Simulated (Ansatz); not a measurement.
# NiS2: the cost of one run

Computed with Ansatz 0.2.0 (DFT r2SCAN, scalar-relativistic, plane waves, PAW, unless a step's input says otherwise).

## 1. Starting point

Symmetry: Pa-3, No. 205, cubic system. The conventional cell has a = 5.689 Å, b = 5.689 Å, c = 5.689 Å, α = 90.00°, β = 90.00°, γ = 90.00°. Ni (site symmetry -3) is surrounded by 6 S at 2.40 Å. Around S (site symmetry 3) lie 1 S at 2.06 Å and 3 Ni at 2.40 Å.

As a file:

```cif
data_structure
_symmetry_space_group_name_H-M 'Pa-3'
_symmetry_Int_Tables_number 205
_cell_length_a 5.6893
_cell_length_b 5.6893
_cell_length_c 5.6893
_cell_angle_alpha 90.000
_cell_angle_beta 90.000
_cell_angle_gamma 90.000
_cell_volume 184.15
loop_
_atom_site_label
_atom_site_type_symbol
_atom_site_symmetry_multiplicity
_atom_site_Wyckoff_symbol
_atom_site_fract_x
_atom_site_fract_y
_atom_site_fract_z
_atom_site_occupancy
Ni1 Ni 4 a 0.00000 0.00000 0.00000 1
S1 S 8 c 0.39550 0.39550 0.39550 1
```

The structure rests on an entry of the Crystallography Open Database; cell or positions may have been set otherwise for this series.

## 2. Single point: NiS2, moments +−+−

File input.yaml:

```yaml
crystal:
  lattice:
    - [5.6893, 0.0, 0.0]
    - [0.0, 5.6893, 0.0]
    - [0.0, 0.0, 5.6893]
  atoms:
    - { symbol: Ni, position: [0.0, 0.0, 0.0], spin: 1.5 }
    - { symbol: Ni, position: [0.5, 0.0, 0.5], spin: -1.5 }
    - { symbol: Ni, position: [0.5, 0.5, 0.0], spin: 1.5 }
    - { symbol: Ni, position: [0.0, 0.5, 0.5], spin: -1.5 }
    - { symbol: S, position: [0.3955, 0.3955, 0.3955] }
    - { symbol: S, position: [0.1045, 0.6045, 0.8955] }
    - { symbol: S, position: [0.8955, 0.1045, 0.6045] }
    - { symbol: S, position: [0.6045, 0.8955, 0.1045] }
    - { symbol: S, position: [0.6045, 0.6045, 0.6045] }
    - { symbol: S, position: [0.8955, 0.3955, 0.1045] }
    - { symbol: S, position: [0.1045, 0.8955, 0.3955] }
    - { symbol: S, position: [0.3955, 0.1045, 0.8955] }
magnetization:
  spin_polarized: true
scf:
  occupations: { method: gaussian, width: 0.02 }
output:
  forces: true
  stress: true
  populations: true
  write_density: true
  write_potential: true
  elf: true
  volumetric_format: npy
hamiltonian:
  xc: r2scan
kpoints:
  mp_grid: { grid: [6, 6, 6] }
```

Started as:

```
> ansatz run input.yaml --threads 4 --pin off --max-ram 8192MiB --backend cpu --events-out ev --progress --plain --runs-dir out
```

**Question.** How long does this run take on 4 threads of Arm Neoverse V1, shared host, and how much memory does it need?

About 3.4 min, with a peak of 2.4 GiB.
